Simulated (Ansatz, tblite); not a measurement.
## A script for GaAs (GFN1-xTB)

These are simulated results from tblite 0.8.0, not measurements. The cell began as a measured structure and was relaxed with r2SCAN in plane waves (Ansatz 0.2.0). All runs are without spin polarisation.

Space group F-43m (No. 216), cubic; conventional cell a = 5.666 Å, 22.74 Å³ an atom. Ga has 4 As at 2.45 Å; As has 4 Ga at 2.45 Å.

tblite solves periodic systems at the zone centre alone, so the script builds a cluster of 2×2×2 conventional cells (64 atoms), which folds in a coarse mesh of k points.

Input script:

```python
import json
from ase import Atoms
from ase.build import make_supercell
from ase.units import Bohr, GPa, Hartree
from tblite.interface import Calculator

atoms = Atoms(['Ga', 'As'],
              cell=[[0.0, 2.833083, 2.833083], [2.833083, 0.0, 2.833083], [2.833083, 2.833083, 0.0]],
              scaled_positions=[[-0.0, 0.0, 0.0], [0.25, 0.25, 0.25]],
              pbc=True)
cluster = make_supercell(atoms, [[-2, 2, 2], [-2, -2, 2], [2, -2, 2]])
calc = Calculator('GFN1-xTB', cluster.numbers, cluster.positions / Bohr, lattice=cluster.cell[:] / Bohr, periodic=cluster.pbc)
calc.set('temperature', 0.02 / Hartree)
calc.set('max-iter', 150)
res = calc.singlepoint()
levels = res.get('orbital-energies') * Hartree
nv = round(res.get('orbital-occupations').sum() / 2)
cells = len(cluster) // len(atoms)
out = {'energy_per_cell': res.get('energy') * Hartree / cells, 'homo': levels[nv - 1], 'lumo': levels[nv],
       'stress': (-res.get('virial') * Hartree / cluster.get_volume() / GPa).tolist(), 'charges': res.get('charges')[:len(atoms)].tolist(), 'electrons': 2 * nv / cells}
json.dump(out, open('results.json', 'w'))
for key, value in out.items():
    print(key, value)
```

Command: `python run.py`. It took 6.1 s on 1 thread of Arm Neoverse V1, on a shared host, peak memory 0.14 GiB.

The log:

```
------------------------------------------------------------
  cycle        total energy    energy error   density error
------------------------------------------------------------
      1     -119.4308164485  -1.1933393E+02   4.2127208E-01
      2     -112.0847835765   7.3460329E+00   4.1789241E-01
      3     -108.5645153977   3.5202682E+00   3.8625328E-01
      4     -120.1978454961  -1.1633330E+01   3.4757232E-02
      5     -120.1951084538   2.7370423E-03   3.5576056E-02
      6     -120.2472631768  -5.2154723E-02   3.0862487E-03
      7     -120.2484109048  -1.1477280E-03   1.1736814E-03
      8     -120.2485033754  -9.2470610E-05   7.3548172E-04
      9     -120.2485136448  -1.0269372E-05   6.1399258E-04
     10     -120.2485348244  -2.1179623E-05   1.0196306E-05
     11     -120.2485348277  -3.3133745E-09   4.3439796E-06
------------------------------------------------------------

 total:                                   5.393 sec
energy_per_cell -102.25404062690599
homo -6.229781884908322
lumo -5.643850535862246
stress [[3.2301980683321707, 1.0871088880558743e-07, -1.0870428755941639e-07], [1.0871088942929723e-07, 3.230198068336091, -1.0871421649375257e-07], [-1.0870428791307394e-07, -1.0871421613841461e-07, 3.230198068333136]]
charges [0.019963644409977832, -0.02000943910244013]
electrons 8.0
```

The cycle table is in hartree for the whole cluster, and the lines after it are in eV (the energy for one cell). The printed stress is in GPa and positive in compression, and the pressure is its mean diagonal.

GFN1-xTB gives a gap of 0.59 eV. On the same cell, plane-wave PBE (Ansatz, 8×8×8 k points and the special points) gives a gap of 0.47 eV and r2SCAN a gap of 0.96 eV; on shared hosts these took about 3.2 and 7.2 core-seconds on the 2-atom cell, against 6.1 for the script. Semilocal gaps usually lie below measured ones. xTB was fitted to molecules, so gaps, charges and pressures of solids can be far off, and the gap also depends on the size of the cluster.

The same script was run on cells scaled at fixed shape and fractional coordinates:

| volume (Å³/atom) | energy (meV/atom) | pressure (GPa, positive in compression) | gap (eV) |
| --- | --- | --- | --- |
| 20.01 | 159.9 | 17.38 | 1.51 |
| 21.37 | 50.2 | 8.92 | 1.55 |
| 22.74 | 0.0 | 3.23 | 0.59 |
| 24.10 | -18.4 | 2.09 | 0.00 |
| 25.47 | -21.1 | -1.27 | 0.00 |

A Birch-Murnaghan fit puts the minimum at 25.22 Å³/atom, 10.9 % above the given cell, with a bulk modulus of 13.5 GPa at fixed shape.

xTB was fitted mostly to molecules, and a small cluster samples few k points, so gaps, pressures and kinks along a curve can be far from a solid's.

The runs are scalar-relativistic, without spin-orbit coupling.
